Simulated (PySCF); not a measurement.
# Tl2 (triplet): the SCF solver's settings

Aim: find out which solver settings change the answer for Tl2 (triplet).

The runs use PySCF 2.14.0; each script names its method and basis.

8 further runs of the same task are left out: 2 for a known fault of the program, 6 that didn't finish.

## Step 1: The system as given

Tl2 (triplet): 2 atoms, charge 0, spin multiplicity 3.

Bond lengths: Tl1–Tl2 2.860 Å.

## Step 2: The run that the others are compared with

The input, input.py:

```python
from pyscf import gto, scf

mol = gto.M(
    atom='Tl 0 0 0; Tl 0 0 2.86',
    basis='crenbl',
    ecp={'Tl': 'crenbl'},
    charge=0,
    spin=2,
    verbose=4,
)
mf = scf.UHF(mol)
mf.kernel()
mf.dip_moment()
print('orbital energies (hartree):', [e[max(0, n-3):n+3].round(4) for e, n in zip(mf.mo_energy, mol.nelec)])
```

The run is started by

```bash
$ OMP_NUM_THREADS=1 python input.py
```

The log of this run is left out.

It gives: E(SCF) = -100.159642 Eh, 10 cycles, ⟨S²⟩ = 2.028, μ = 0.00 D.

The bond length is a typed value, not an optimised one. The triplet is typed in the script; nothing here shows that it is the ground state.

## Step 3: Second-order solver on

Edit 1 changes second-order solver: off → on.

The input, input.py:

```python
from pyscf import gto, scf

mol = gto.M(
    atom='Tl 0 0 0; Tl 0 0 2.86',
    basis='crenbl',
    ecp={'Tl': 'crenbl'},
    charge=0,
    spin=2,
    verbose=4,
)
mf = scf.UHF(mol)
mf = mf.newton()
mf.kernel()
mf.dip_moment()
print('orbital energies (hartree):', [e[max(0, n-3):n+3].round(4) for e, n in zip(mf.mo_energy, mol.nelec)])
```

The run is started by

```bash
$ OMP_NUM_THREADS=1 python input.py
```

## Step 4: Initial guess mod_huckel

Edit 2 changes initial guess: minao → mod_huckel.

input.py: that of step 2 with these lines changed.

```diff
@@ -11,2 +11,3 @@
 mf = scf.UHF(mol)
+mf.init_guess = 'mod_huckel'
 mf.kernel()
```

## Step 5: Point-group symmetry on

Edit 3 changes point-group symmetry: off → on.

input.py: that of step 2 with these lines changed.

```diff
@@ -8,2 +8,3 @@
     spin=2,
+    symmetry=True,
     verbose=4,
```

What does the calculation give? Wanted: for each run, E(SCF); from base; gap, α spin.

As calculated:

| run | E(SCF) (hartree) | from base (eV) | cycles | gap, α spin (eV) |
| --- | --- | --- | --- | --- |
| base | -100.159642 | 0 | 10 | 5.12 |
| second-order solver on | -100.159642 | 0.0000 | 3 macro | 5.12 |
| initial guess mod_huckel | -100.151050 | +0.2338 | 10 | 5.12 |
| point-group symmetry on | -100.151050 | +0.2338 | 11 | 5.12 |

Distance from each run's final energy (log10 hartree) by cycle:

| run | cycle 1 | cycle 2 | cycle 3 | cycle 5 | cycle 8 | cycle 12 |
| --- | --- | --- | --- | --- | --- | --- |
| base | -0.4 | -1.1 | -3.0 | -4.5 | -7.7 | done |
| second-order solver on | -2.8 | < -11 | < -11 | done | done | done |
| initial guess mod_huckel | -2.1 | -2.8 | -3.7 | -4.9 | -9.0 | done |
| point-group symmetry on | -0.4 | -1.1 | -2.6 | -3.8 | -7.0 | done |

What this shows: No change of the SCF energy comes from second-order solver on. The largest comparable shift of the SCF energy, +0.234 eV, comes with the run “initial guess mod_huckel”. With initial guess mod_huckel the SCF ends in another solution, 0.23 eV higher: the path to self-consistency decides the state here. With point-group symmetry on the SCF ends in another solution, 0.23 eV higher: the path to self-consistency decides the state here.
